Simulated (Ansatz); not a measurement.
Zr3Mn, 4 atoms in the cell. The structure is cubic, space group Pm-3m (No. 221). Conventional cell: a = 4.373 Å, b = 4.373 Å, c = 4.373 Å, α = 90.00°, β = 90.00°, γ = 90.00°. Zr (site symmetry 4/mmm) has 8 Zr at 3.09 Å and 4 Mn at 3.09 Å as nearest neighbours. Mn (site symmetry m-3m) has 12 Zr at 3.09 Å as nearest neighbours. The cell comes from a database or a generator and needn't be the stable form of this composition.

- Program: Ansatz 0.2.0
- Task: single point
- Functional: PBE
- Potentials or basis: Ansatz PAW
- Cutoff: 420 eV (not typed: the program's choice for these potentials)
- k mesh: 6 × 6 × 6
- Occupations: fermi-dirac, width 0.05 eV
- Spin: collinear spin, ferromagnetic start
- Starting moments: [0.0, 0.0, 0.0, 4.0] μB

Potentials or basis: Ansatz PAW.

Run with:

```sh
$ ansatz run input.yaml --threads 2 --pin off --max-ram 5120MiB --backend cpu --events-out ev --progress --plain --runs-dir out
```

Hardware: 2 threads of Intel(R) Xeon(R) Processor @ 2.50GHz (Skylake/Cascade Lake) (shared host).

**Question.** Estimate the wall time of this run.

**Answer.** It took 10 s on 2 threads of Intel(R) Xeon(R) Processor @ 2.50GHz (Skylake/Cascade Lake), with other jobs on the host, peak memory 0.47 GiB. Counts: scf iterations 11, plane waves 1647, k points 20, bands 33.
